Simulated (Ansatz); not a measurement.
**C₂H₃BO: ionisation energy by level of theory**

One table from this session's results is given with a row withheld; the runs are named, their logs left out.

Program: Ansatz 0.2.0, Gaussian basis. Level of theory: unrestricted cation, the program's frozen cores in correlated methods. These are calculated values, not measurements.

The runs, in order: UKS PBE-D4/def2-TZVPP; UKS r2SCAN-D4/def2-TZVPP; UKS PBE0-D4/def2-TZVPP; UKS B3LYP-D4/def2-TZVPP; UKS wB97X-V/def2-TZVPP; UKS wB97M-V/def2-TZVPP; UKS B2PLYP/def2-TZVPP; UHF-CCSD(T)/def2-TZVPP; UHF-MP2/def2-QZVPP; extrapolation to the limit; then −ε(HOMO) from the neutral's earlier runs with LDA (SPW92), PBE-D4, revPBE-D4, BLYP-D4, r2SCAN-D4, B97M-V, PBE0-D4, B3LYP-D4, r2SCANh-D4, r2SCAN0-D4, HSE06-D4, BHLYP-D4, CAM-B3LYP-D4, LC-ωPBE, ωB97X-V, ωB97M-V.

## Structure used throughout

All runs share one geometry, relaxed beforehand with PBE0-D4 in a triple-zeta def2 set.

SMILES `C#CBO`, 7 atoms, charge 0, spin multiplicity 1.

Atoms are counted from 1 here; the program's logs count them from 0.

Bond lengths: C1–C2 1.207 Å, C1–H5 1.066 Å, C2–B3 1.529 Å, B3–O4 1.350 Å, B3–H6 1.194 Å, O4–H7 0.962 Å. Angles: C2–C1–H5 179.7°, C1–C2–B3 179.5°, C2–B3–O4 121.4°, C2–B3–H6 121.4°, O4–B3–H6 117.3°, B3–O4–H7 113.1°.

The first run:

in.yaml reads:

```yaml
crystal:
  periodic: [false, false, false]
  atoms:
    - {symbol: C, position_ang: [-0.155413, -0.039671, 1.803778]}
    - {symbol: C, position_ang: [0.052257, 0.140798, 0.629016]}
    - {symbol: B, position_ang: [0.321757, 0.379891, -0.856943]}
    - {symbol: O, position_ang: [-0.136885, -0.470770, -1.800207]}
    - {symbol: H, position_ang: [-0.335806, -0.194039, 2.842925]}
    - {symbol: H, position_ang: [0.946160, 1.326085, -1.230925]}
    - {symbol: H, position_ang: [-0.630870, -1.210294, -1.433245]}
basis:
  gaussian: {orbitals: def2-TZVPP}
total_charge: 1
magnetization: {spin_polarized: true, initial_magnetization: 1}
hamiltonian: {xc: pbe, dispersion: d4}
```

On the command line:

```console
ansatz run in.yaml --threads 2 --pin off --events-out ev --progress --plain --max-ram 4352MiB
```

Steps of the session up to this table: Cation, UKS PBE-D4/def2-TZVPP; Cation, UKS r2SCAN-D4/def2-TZVPP; Cation, UKS PBE0-D4/def2-TZVPP; Cation, UKS B3LYP-D4/def2-TZVPP; Cation, UKS wB97X-V/def2-TZVPP; Cation, UKS wB97M-V/def2-TZVPP; Cation, UKS B2PLYP (frozen core)/def2-TZVPP; Cation, UHF-CCSD(T)/def2-TZVPP; Cation, UHF-MP2/def2-QZVPP.

One table of the session follows, with a row left open; its other results are not shown here.

Orbital estimates, from the neutral's runs:

| functional | −ε(HOMO) (eV) |
| --- | --- |
| LDA (SPW92) | 7.32 |
| PBE-D4 | 7.13 |
| revPBE-D4 | 7.06 |
| BLYP-D4 | 6.97 |
| r2SCAN-D4 | 7.37 |
| B97M-V | 7.37 |
| PBE0-D4 | 8.38 |
| B3LYP-D4 | 8.13 |
| r2SCANh-D4 | 7.84 |
| r2SCAN0-D4 | 8.54 |
| HSE06-D4 | 7.97 |
| BHLYP-D4 | 9.47 |
| CAM-B3LYP-D4 | ? |
| LC-ωPBE | 11.21 |
| ωB97X-V | 10.78 |
| ωB97M-V | 10.65 |

Estimate the missing values for CAM-B3LYP-D4.

**Answer.** −ε(HOMO) (eV): 9.76. In the column «−ε(HOMO) (eV)» it lies between BHLYP-D4 (9.47) and ωB97M-V (10.65).
